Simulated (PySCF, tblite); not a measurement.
**C4H4BrOS radical: geometry, infrared bands and EPR parameters**

Aim: predict the infrared bands and EPR parameters of C4H4BrOS radical (`O=[S@]1[C]=C(Br)CC1`).

Computed with tblite 0.8.0 and PySCF 2.14.0, with density-fitted response routines of our own, on a single molecule in the gas phase. Atoms are numbered from 0 throughout.

### Step 1. The starting structure

11 atoms, charge 0, multiplicity 2; geometry from: force field or distance geometry start.

Bonds of the start (Å): O0–S1 1.49, S1–C2 1.79, C2–C3 1.29, C3–Br4 1.84, C3–C5 1.50, C5–C6 1.55, C6–S1 1.87, C5–H7 1.11, C5–H8 1.09, C6–H9 1.09, C6–H10 1.10.

### Step 2. Relaxing the molecule with GFN2-xTB

Job settings and geometry (Å):

```
{"job": {"kind": "relax", "xc": "GFN2-xTB", "basis": "xTB"}, "charge": 0, "multiplicity": 2}
O     -2.189100    -1.049400    -0.775300
S     -1.545300    -0.918000     0.559200
C     -0.006900    -1.613500    -0.024600
C      0.969700    -0.858900    -0.408100
Br     2.684400    -1.412700    -0.019500
C      0.600900     0.591500    -0.371000
C     -0.627600     0.716100     0.560100
H      1.420200     1.246200    -0.012600
H      0.340600     0.909600    -1.380700
H     -1.320000     1.499800     0.249500
H     -0.321400     0.892000     1.597000
```

Command:

```bash
> OMP_NUM_THREADS=1 python probes_run.py task.json out
```

This one command runs all jobs of the session in turn.

**Question.** This job is followed by: GFN2-xTB harmonic vibrations, gas phase; UKS B3LYP, def2-TZVP-core on Br, pcH-1 on C H O S, non-relativistic, mean-field spin-orbit, GIAO. What will the session give for the following? strongest single infrared mode (GFN2-xTB); zero-point energy (GFN2-xTB); g(iso) (B3LYP); ⟨S²⟩; largest a(iso); potential on the surface of density 0.002 e/bohr³, 1st and 99th percentile.

The runs gave:

| quantity | value |
| --- | --- |
| strongest single infrared mode (GFN2-xTB) | 1127 cm⁻¹, 250 km/mol |
| zero-point energy (GFN2-xTB) | 43.1 kcal/mol |
| g(iso) (B3LYP) | 2.00285 |
| ⟨S²⟩ | 0.760 (exact 0.75) |
| largest a(iso) | 13C on C2, 447.4 MHz |
| potential on the surface of density 0.002 e/bohr³, 1st and 99th percentile | -1.89 V and 1.37 V |

In words: Relaxing lowered the energy by 0.759 eV in 58 steps; the close pair that moved most is C3–Br4, from 1.843 to 1.898 Å. No mode is imaginary among the 27: a minimum at this level. The strongest single mode, at 1127 cm⁻¹, moves mainly O0 and S1. GFN2-xTB is a fitted tight-binding method: band positions and strengths are rough. Its intensities can rank the bands wrongly. Most of the unpaired spin sits on C2 (0.94 e). The isotropic g lies 0.5 ppt above the free-electron value. The hyperfine terms hold no scalar relativity, which the heavier nuclei need. These values are for one conformer; the search (at its own cheap level) found 1 more, at 0.31 kcal/mol, and measured spectra average over such forms.
